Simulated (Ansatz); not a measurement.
Here is an Ansatz 0.2.0 calculation.

input.yaml

```yaml
crystal:
  lattice:
    - [0.0, 3.235, 3.235]
    - [3.235, 0.0, 3.235]
    - [3.235, 3.235, 0.0]
  atoms:
    - { symbol: Bi, position: [0.0, 0.0, 0.0] }
    - { symbol: Te, position: [0.5, 0.5, 0.5] }
hamiltonian:
  xc: revpbe
  pseudopotentials: { kind: paw }
kpoints:
  mp_grid: { grid: [7, 7, 7] }
scf:
  occupations: { method: fermi_dirac, width: 0.05 }
output:
  forces: true
  stress: true
  eigenvalues: true
relax:
  f_tol: 0.01
  max_steps: 40
  cell: { stress_tol: 0.05 }
```

Potentials or basis: Ansatz PAW.

Run with:

```bash
$ ansatz run input.yaml --threads 2 --pin off --max-ram 5632MiB --backend cpu --events-out ev --progress --plain --runs-dir out
```

(1) Estimate the relaxed volume.

(2) Estimate the band gap on the k mesh.

(3) Estimate the relaxed cell.

(4) What does it give for the space group after relaxing (to 0.05 Å)?

Results:

(1) 35.21 Å³/atom.

(2) none (metal or under the smearing width).

(3) a = 4.635 Å, b = 4.635 Å, c = 4.635 Å, α = 60.00°, β = 60.00°, γ = 60.00°.

(4) Fm-3m (No. 225).

Caveat: spin-orbit coupling is left out, which moves the levels of the heavy elements; the PAW data sets come from PBE, with cores solved anew for the run's functional, which leaves a small shift of forces and pressure.
